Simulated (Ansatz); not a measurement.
**TiO+ (doublet): the correlation ladder, def2-TZVPP**

The task here is to estimate one member of a computed series from the others.

Program: Ansatz 0.2.0, Gaussian basis. Level of theory: def2-TZVPP, core rule «outside noble gas», up to 10 orbitals frozen. These are calculated values, not measurements.

The runs, in order: UHF; ROHF; CCSD(T) on UHF.

2 further runs of the same task are left out: 2 set aside as unsound or not needed.

## The system

The geometry is a PBE0/def2-TZVP stationary point (not a proven minimum) of the parent state, kept for this charge and spin.

2 atoms, charge 1, spin multiplicity 2.

Atoms are counted from 1 here; the program's logs count them from 0.

Bond lengths: Ti1–O2 1.599 Å.

The first run:

Contents of in.yaml:

```yaml
crystal:
  periodic: [false, false, false]
  atoms:
    - {symbol: Ti, position_ang: [0.000000, 0.000000, 0.000000]}
    - {symbol: O, position_ang: [0.000000, 0.000000, 1.599408]}
basis:
  gaussian: {orbitals: def2-TZVPP}
total_charge: 1
magnetization: {spin_polarized: true, initial_magnetization: 1}
hamiltonian: {xc: hf}
output: {orbitals: {seedname: orbitals}}
```

The run is started by

```bash
> ansatz run in.yaml --threads 1 --pin off --events-out ev --progress --plain --max-ram 2816MiB --backend cpu
```

Steps of the session up to this table: UHF; ROHF; CCSD(T) on UHF.

One of the session's tables, all rows but one given; the rest of the session is left out.

| method | from UCCSD(T) (meV) |
| --- | --- |
| ROHF | +9891.0 |
| UHF | ? |
| UMP2 | +1284.4 |
| UCCSD | +649.8 |
| UCCSD(T) | 0 |

Estimate the missing values for UHF.

The run gave: from UCCSD(T) (meV): +9683.0. In the column «from UCCSD(T) (meV)» it lies between UMP2 (+1284.4) and ROHF (+9891.0).

The program flags UCCSD(T) as in doubt (see the logs), so the zero of the table is itself unsure.

Caveats from the session: The program flags UCCSD(T) as in doubt, so the zero of the table is itself unsure.
